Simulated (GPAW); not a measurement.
## MgC2: single point with PBEsol

Crystal: MgC2.

```
CELL_PARAMETERS angstrom
3.95078 0.00000 0.00000
0.00000 3.95078 0.00000
0.00000 0.00000 4.98709
ATOMIC_POSITIONS crystal
Mg 0.00000 0.00000 0.50000
Mg 0.50000 0.50000 0.00000
C 0.38766 0.61235 0.50000
C 0.11235 0.11235 0.00000
C 0.61235 0.38766 0.50000
C 0.88765 0.88765 0.00000
```

The cell comes from a database or a generator and needn't be the stable form of this composition.

```json
{
  "Program": "GPAW 26.7.0",
  "Task": "single point",
  "Functional": "PBEsol",
  "Potentials or basis": "PAW data sets generated in the run's folder for this functional",
  "Cutoff": "800 eV",
  "Basis": "pw",
  "k mesh": "7 × 7 × 6",
  "Occupations": "gaussian, width 0.1 eV",
  "Spin": "no spin polarisation",
  "Maxiter": "150"
}
```

The pressure is -2.3 GPa and the largest force is 0.011 eV/Å. The band gap on the k mesh is 2.47 eV, indirect (least direct gap 2.86 eV).

Forces on the atoms (eV/Å):
```
Mg   0.000  0.000  0.000
Mg   0.000  0.000  0.000
C   -0.008  0.008  0.000
C    0.008  0.008  0.000
C    0.008 -0.008  0.000
C   -0.008 -0.008  0.000
```

Stress tensor (GPa, compression positive):
```
-2.28  0.00  0.00
 0.00 -2.28  0.00
 0.00  0.00 -2.36
```

Levels at points of the mesh, in eV from the valence-band top:
```
           k point  band 16  band 17  band 18  band 19  band 20  band 21
(0.00, 0.00, 0.00)    -0.46    -0.40    -0.40     2.47     5.17     5.52
(0.00, 0.00, 0.50)    -0.77    -0.33    -0.33     3.54     3.54     5.68
```

It took 3.1 min on 1 thread of Arm Neoverse V1, with other jobs on the host, peak memory 0.37 GiB.

Caveat: an odd mesh through Γ misses points on the zone boundary, where band edges often lie.
